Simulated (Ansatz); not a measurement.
**ZnCu: a trigonal deformation path**

This session takes ZnCu and sets out to follow a trigonal deformation at fixed volume.

Computed with Ansatz 0.2.0 (DFT PBEsol, scalar-relativistic, plane waves, PAW, unless a step's input says otherwise).

**1. The starting structure**

The structure is cubic, space group Pm-3m (No. 221). The conventional cell has a = 2.945 Å, b = 2.945 Å, c = 2.945 Å, α = 90.00°, β = 90.00°, γ = 90.00°. Around Zn (site symmetry m-3m) lie 8 Cu at 2.55 Å. Cu (site symmetry m-3m) is surrounded by 8 Zn at 2.55 Å.

Structure file:

```
CELL_PARAMETERS angstrom
2.94500 0.00000 0.00000
0.00000 2.94500 0.00000
0.00000 0.00000 2.94500
ATOMIC_POSITIONS crystal
Zn 0.50000 0.50000 0.50000
Cu 0.00000 0.00000 0.00000
```

The cell is taken as given, not relaxed at this level.

**2. The reference cell**

The reference gives a free energy of -9869.8721 eV, pressure -4.62 GPa, largest force 0.000 eV/Å and gap on the mesh none (metal). It was computed beforehand with the settings of the runs below.

**3. Next: a trigonal deformation path**

At fixed volume and fractional coordinates, lengths along (0.577, 0.577, 0.577) are scaled against those across it; ρ is that ratio over its starting value.

**4. At ρ = 0.500**

File input.yaml:

```yaml
crystal:
  lattice:
    - [3.0920562433, -0.6184112487, -0.6184112487]
    - [-0.6184112487, 3.0920562433, -0.6184112487]
    - [-0.6184112487, -0.6184112487, 3.0920562433]
  atoms:
    - { symbol: Zn, position: [0.5, 0.5, 0.5] }
    - { symbol: Cu, position: [0.0, 0.0, 0.0] }
basis:
  ecutwfc: 420
kpoints:
  mp_grid: { grid: [18, 18, 18] }
hamiltonian:
  xc: pbesol
scf:
  occupations: { method: gaussian, width: 0.15 }
output:
  forces: true
  stress: true
  eigenvalues: true
  write_density: true
  write_potential: true
  elf: true
  volumetric_format: npy
```

Launch:

```bash
> ansatz run input.yaml --threads 1 --pin off --max-ram 2560MiB --backend cpu --events-out ev --progress --plain --runs-dir out
```

The session goes on with these runs: point ρ = 2.000; ρ = 0.710; ρ = 1.410; At ρ = 0.600; ρ = 0.850; ρ = 1.200; point ρ = 1.700; At ρ = 0.930; ρ = 1.080.

**Question.** What will these runs give? Wanted: highest point.

As calculated:

```
     quantity                         value
highest point  6358.7 meV/atom at ρ = 0.500
```

The undisturbed cell stays the lowest of the sampled points. No further minimum shows among the sampled points. At ρ = 2.000 the cell takes another symmetry, Fm-3m, 500.4 meV/atom from the start at this fixed volume.
